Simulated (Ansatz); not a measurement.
The system is NaLaMnMoO6.

```xyz
10
Lattice="-2.7229 2.7229 3.8989 2.7229 -2.7229 3.8989 2.7229 2.7229 -3.8989" Properties=species:S:1:pos:R:3 pbc="T T T"
Na    2.7229    0.0000    1.9494
La    0.0000    2.7229    1.9494
Mn    0.0000    0.0000    3.8989
Mo    0.0000    0.0000    0.0000
O     1.6123    1.1308    0.0001
O     1.5921   -1.1106    3.8988
O     1.1106    1.5921    3.8990
O     1.1308    3.8336   -0.0001
O     0.0000    0.0000    1.9646
O     0.0000    0.0000    5.8332
```

The cell was built by a generator and needn't be a form met in nature.

Base run:

* Program: Ansatz 0.2.0
* Functional: PBE
* Potentials or basis: Ansatz NC
* Cutoff: 1497 eV
* Density cutoff: 5987 eV
* k mesh: 7 × 7 × 7
* Occupations: fermi-dirac, width 0.05 eV
* Spin: collinear spin, ferromagnetic start
* Starting moments: [0.0, 0.0, 4.0, 1.0, 0.0, 0.0, 0.0, 0.0, 0.0, 0.0] μB

Its results: band gap on the k mesh none (metal or under the smearing width); pressure 0.5 GPa; net moment 2.07 μB per cell; site moments Na +0.00; La -0.01; Mn +2.31; Mo -0.36; O +0.02, +0.01 μB; largest force 0.138 eV/Å.

Task: The run is repeated on the same cell with these changes: potentials or basis from Ansatz NC to PseudoDojo standard (PBE files). What comes out?

Result: Band gap on the k mesh none (metal or under the smearing width); pressure 0.6 GPa; net moment 2.21 μB per cell; site moments Na +0.00; La -0.01; Mn +2.44; Mo -0.36; O +0.01 μB; largest force 0.186 eV/Å.

Caveats: a cell with one magnetic atom can't hold antiferromagnetic order, which such compounds often take; semilocal functionals often make such compounds metallic where correlation or magnetic order opens a gap, which also shifts bond lengths.

Not every run made on this cell is shown here.
